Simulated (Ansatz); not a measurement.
# F2H4SSi2, SMILES F[SiH2][SiH](F)S: a single point in a Gaussian basis

Program: the Python package of Ansatz (0.2.0).

Notebook, run cell by cell (the value of a cell's last expression is shown):

```python
from pathlib import Path
import json

import ansatz as az

SETTINGS = {
    "basis": "6-31G*",
    "level": "ccsd",
}

system = (
    az.Crystal.molecule()
    .atom("F", (-1.2926, 0.1863, 1.8454))
    .atom("Si", (0.1729, 0.3908, 1.3312))
    .atom("Si", (0.4111, -0.4374, -0.8286))
    .atom("F", (0.2441, -2.0099, -0.8664))
    .atom("S", (-0.9079, 0.4794, -2.2243))
    .atom("H", (0.5227, 1.8576, 1.3791))
    .atom("H", (1.093, -0.3085, 2.3013))
    .atom("H", (1.8683, -0.1757, -1.3049))
    .atom("H", (-2.0232, -0.0288, -1.6499))
)
```

```python
job = system.calculation()
job = job.basis(gaussian=SETTINGS["basis"]).correlation(SETTINGS["level"])
job = job.scf(lower_state_search="off")
job = job.orbitals()
print(job.to_yaml())
outcome = job.run(threads=1, runs_dir="f2h4ssi2_runs")
summary = outcome.report
```

    crystal:
      periodic: [false, false, false]
      atoms:
        - { symbol: F, position_ang: [-1.2926, 0.1863, 1.8454] }
        - { symbol: Si, position_ang: [0.1729, 0.3908, 1.3312] }
        - { symbol: Si, position_ang: [0.4111, -0.4374, -0.8286] }
        - { symbol: F, position_ang: [0.2441, -2.0099, -0.8664] }
        - { symbol: S, position_ang: [-0.9079, 0.4794, -2.2243] }
        - { symbol: H, position_ang: [0.5227, 1.8576, 1.3791] }
        - { symbol: H, position_ang: [1.093, -0.3085, 2.3013] }
        - { symbol: H, position_ang: [1.8683, -0.1757, -1.3049] }
        - { symbol: H, position_ang: [-2.0232, -0.0288, -1.6499] }
    basis:
      gaussian:
        orbitals: "6-31G*"
    correlation:
      method: ccsd
    scf:
      lower_state_search: "off"
    output:
      orbitals: {}

```python
summary["published_state_doubts"]
```

    []

```python
{key: value for key, value in summary.items() if isinstance(value, (int, float)) and "ev" in key}
```

    {'free_energy_ev': -32037.355381928395, 'reference_energy_ev': -32019.34826668985}

```python
print("reference energy %16.6f eV" % summary["reference_energy_ev"])
print("total energy     %16.6f eV" % summary["free_energy_ev"])
print("occupied (up, down):", summary["n_occupied"], " virtual:", summary["n_virtual"], " frozen:", summary["n_frozen"])
```

    reference energy    -32019.348267 eV
    total energy        -32037.355382 eV
    occupied (up, down): [16, 16]  virtual: [62, 62]  frozen: 17

```python
parts = summary["correlation"]
for name in ("random_phase", "coupled_cluster", "perturbative"):
    if name in parts:
        print(f"{name:16s} {parts[name]['energy']['hartree']:12.7f} Ha")
if "second_order" in parts:
    pair = parts["second_order"]
    print(f"MP2 same spin {pair['same_spin']['hartree']:.7f} Ha, opposite spin {pair['opposite_spin']['hartree']:.7f} Ha")

state = summary["mean_field"]["state"]
print(f"mean field: {state['energy']['hartree']:.7f} Ha, <S^2> = {abs(state['spin_squared']):.4f}, stability: {state.get('stability', {}).get('kind')}")
```

    coupled_cluster    -0.6617493 Ha
    MP2 same spin -0.1567500 Ha, opposite spin -0.4613170 Ha
    mean field: -1176.6893453 Ha, <S^2> = 0.0000, stability: undecided

```python
lines = Path(summary["orbitals_path"]).read_text().splitlines()
field_of = lambda key: [line.split("=")[1].strip() for line in lines if line.startswith(key)]
orbitals = [(27.211386 * float(e), s, float(n)) for e, s, n in zip(field_of("Ene="), field_of("Spin="), field_of("Occup="))]
homo = max(e for e, _, n in orbitals if n > 0.5)
lumo = min(e for e, _, n in orbitals if n < 0.5)
print(f"HOMO {homo:.3f} eV, LUMO {lumo:.3f} eV, gap {lumo - homo:.3f} eV")
with open("f2h4ssi2.json", "w") as handle:
    json.dump({k: summary[k] for k in ("free_energy_ev", "reference_energy_ev", "n_occupied", "n_virtual")}, handle, indent=1)
```

    HOMO -10.583 eV, LUMO 2.369 eV, gap 12.952 eV

File `f2h4ssi2.json` afterwards:
```json
{
 "free_energy_ev": -32037.355381928395,
 "reference_energy_ev": -32019.34826668985,
 "n_occupied": [
  16,
  16
 ],
 "n_virtual": [
  62,
  62
 ]
}
```

Caveats:
- These settings explore the input space; basis and method may be short of convergence.
- The geometry is a force-field or estimated start, not a minimum of this method, and the basis set is short of its limit.
- Levels such as HOMO and LUMO are orbital energies: in Hartree-Fock the gap is too wide and the LUMO hangs on the basis.
- Inner cores stay frozen, so this is valence correlation.
- S² is that of the Hartree-Fock reference.
- Timing: 5.7 s on 1 thread of Intel(R) Xeon(R) Platinum 8259CL CPU @ 2.50GHz (Skylake/Cascade Lake), on a shared host, peak memory 0.38 GiB.

(Lines on the test bed's own set-up are left out of the output.)
